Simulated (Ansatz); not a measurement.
Write a Python script for Ansatz's Python interface that makes a rigid torsion scan of C2H3GeO, SMILES [C]#[C][GeH2][OH]. Settings (for the species named): r2scan0, def2-SVP basis, multiplicity 2.

```xyz
7

C     0.2299   -2.3357    1.4060
C     0.1516   -1.1974    0.8931
Ge    0.0812    0.5296    0.0935
O    -0.9753    0.5471   -1.2552
H     1.5288    0.8826   -0.4356
H    -0.3252    1.5842    1.1678
H    -0.6298   -0.0783   -1.9153
```

`c2h3geo.py`:
```python
"""Energy of C2H3GeO as one group turns about a bond."""

import warnings

import ansatz as az
from ase import Atoms


def main() -> None:
    warnings.simplefilter("ignore", az.DeckWarning)

    atoms = Atoms(["C", "C", "Ge", "O", "H", "H", "H"], positions=[
        (0.2299, -2.3357, 1.406),
        (0.1516, -1.1974, 0.8931),
        (0.0812, 0.5296, 0.0935),
        (-0.9753, 0.5471, -1.2552),
        (1.5288, 0.8826, -0.4356),
        (-0.3252, 1.5842, 1.1678),
        (-0.6298, -0.0783, -1.9153),
    ])

    # relax first, so that the scan starts from a minimum
    first = (
        az.Crystal.molecule_from_ase(atoms).calculation()
        .basis(gaussian="def2-SVP")
        .functional("r2scan0")
        .spin("collinear", total=1)
        .relax(force_tolerance=0.02, max_steps=80)
    )
    atoms.positions = first.run().report["positions_ang"]

    start = atoms.get_dihedral(1, 2, 3, 6)
    energies = {}
    for turn in range(0, 360, 30):
        turned = atoms.copy()
        turned.set_dihedral(1, 2, 3, 6, start + turn, indices=[3, 6])
        base = (
            az.Crystal.molecule_from_ase(turned).calculation()
            .basis(gaussian="def2-SVP")
            .functional("r2scan0")
            .spin("collinear", total=1)
        )
        energies[round((start + turn) % 360)] = base.run().report["free_energy_ev"]
    floor = min(energies.values())
    print("dihedral C1-Ge2-O3-H6 (deg)   E - E(min) (kcal/mol)")
    for angle, e in sorted(energies.items()):
        print(f"{angle:8d} {23.060548 * (e - floor):14.3f}  " + "#" * int(30 * (e - floor) / max(max(energies.values()) - floor, 1e-9)))


if __name__ == "__main__":
    main()
```

```console
$ python c2h3geo.py
dihedral C1-Ge2-O3-H6 (deg)   E - E(min) (kcal/mol)
       7          0.653  ########
      37          0.892  ###########
      67          1.041  #############
      97          1.359  ##################
     127          1.791  ########################
     157          2.121  ############################
     187          2.231  ##############################
     217          1.967  ##########################
     247          1.236  ################
     277          0.384  #####
     307          0.000
     337          0.228  ###
```

Reading the output:
- The scan is rigid and the energies are electronic, in a modest basis. With rigid groups the curve can differ much from the relaxed path, the start wasn't checked as a minimum of this torsion, and equivalent turns needn't return to the same energy.
- The run takes the species as open-shell (spin multiplicity 2), which needn't be its ground state.
- The expectation value of S² is noticeably off S(S+1) in at least one run, so that state is spin-contaminated.
- Wall time of the script: 6.8 min on 1 thread of Arm Neoverse V1, on a shared host, peak memory 0.37 GiB.
